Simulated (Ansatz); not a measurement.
Consider cell relaxations under several functionals of TiO2, space group I4_1/amd (Ansatz 0.2.0, Python API).

`tio2.xyz`
```text
6
Lattice="-1.8921 1.8921 4.7573 1.8921 -1.8921 4.7573 1.8921 1.8921 -4.7573" Properties=species:S:1:pos:R:3 pbc="T T T"
Ti    0.00000000    0.00000000    0.00000000
Ti    0.00000000    1.89210000    2.37865000
O     0.00000000   -0.00000000    1.97998826
O     0.00000000    1.89210000    4.35863826
O     0.00000000    1.89210000    0.39866174
O    -0.00000000    0.00000000    7.53461174
```

`lattice_tio2.py`
```python
"""Relaxed cell of TiO2 under several functionals."""

import warnings

import ansatz as az
import numpy as np

def edges_and_angles(cell):
    cell = np.asarray(cell)
    a, b, c = np.linalg.norm(cell, axis=1)
    cosines = cell[1] @ cell[2] / (b * c), cell[0] @ cell[2] / (a * c), cell[0] @ cell[1] / (a * b)
    return (a, b, c, *np.degrees(np.arccos(cosines)))

warnings.simplefilter("ignore", az.DeckWarning)

tio2 = az.Crystal.from_extxyz("tio2.xyz")

model = tio2.calculation()
model = model.basis(260)
model = model.kpoints(4, 4, 4, shift=0.5)
model = model.occupations("fixed").mixing("anderson", beta=0.1)
model = model.scf(max_iterations=60, lower_state_search="off")
model = model.relax(cell=True, force_tolerance=0.1)

levels = [("pbe", "d4"), ("revpbe", "d3bj"), ("lda", "none")]
print("level            a       b       c    alpha   beta  gamma  V/atom  steps")
for name, dispersion in levels:
    seen = []
    run = model.functional(name, dispersion=dispersion).session().plan()
    out = run.execute(on_event=lambda e: seen.append(e) if e["event"] == "relax_step" else None)
    cell = out.lattice.cell_ang
    label = name if dispersion == "none" else f"{name}+{dispersion}"
    print("{:13s} {:7.4f} {:7.4f} {:7.4f} {:6.2f} {:6.2f} {:6.2f}".format(label, *edges_and_angles(cell)), f"{abs(np.linalg.det(cell)) / len(out.lattice.sites):7.3f} {len(seen):5d}")
```

Rank the levels of theory by the volume of the relaxed cell.

From smallest to largest: LDA (10.66 Å³ an atom, -6.1 % against the start), revPBE+D3BJ (10.95 Å³ an atom, -3.6 % against the start) and PBE+D4 (11.02 Å³ an atom, -2.9 % against the start). The spread is 3.4 % in volume.

The run itself:

Running `python lattice_tio2.py` prints:
```text
level            a       b       c    alpha   beta  gamma  V/atom  steps
pbe+d4         5.3834  5.3834  5.3834 139.14 139.14  59.17  11.023    53
revpbe+d3bj    5.3303  5.3303  5.3303 138.54 138.54  60.07  10.949    65
lda            5.2927  5.2927  5.2927 138.69 138.69  59.85  10.659    29
```

The settings weren't tested for convergence. The cutoff lies under the one recommended for these potentials. The run is spin-unpolarised. Energy and stress may still move on a finer k-point mesh. Edges and angles are those of the cell as typed, here a primitive one, not of the conventional cell. The structure is a deposited one; some such entries were measured under pressure or heat, so a shift against it needn't be the functional's error alone. The script silences the warnings on its input, which a real study should read. Hardware and time: 2.8 min on 1 thread of Intel(R) Xeon(R) Processor @ 2.30GHz, on a shared host, peak memory 0.5 GiB.
